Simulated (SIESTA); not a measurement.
GaGe3:

```
Ge Ga
1.0
     0.00000    3.38717    3.38717
     3.38717    0.00000    3.38717
     3.38717    3.38717    0.00000
Ge Ga
3 1
Cartesian
  3.3872 3.3872 3.3872
  5.0808 5.0808 5.0808
  1.6936 1.6936 1.6936
  0.0000 0.0000 0.0000
```

The cell comes from a database or a generator and needn't be the stable form of this composition.

Program: SIESTA 5.4.2. Alike in all runs: task band structure; no spin polarisation; cell as given; k mesh 7 × 7 × 7; smearing fermi-dirac 0.05 eV; grid cutoff 800 Ry; energy shift 0.003 Ry.

**Question.** Order these runs on this cell by their pressure, lowest first.
A. level PBE; potentials or basis PseudoDojo 0.4 standard (PBE files), DZP (energy shift 0.003 Ry; two zetas on semicore shells)
B. level LDA; potentials or basis PseudoDojo 0.4 standard (LDA files), DZP (energy shift 0.003 Ry; two zetas on semicore shells)
C. level PBEsol; potentials or basis PseudoDojo 0.4 standard (PBEsol files), DZP (energy shift 0.003 Ry; two zetas on semicore shells)

**Answer.** B (-4.1 GPa), C (-2.3 GPa), A (1.2 GPa).

Caveats: the basis of atomic orbitals isn't converged, which shifts pressures, moduli and gaps.

Not every run made on this cell is shown here.
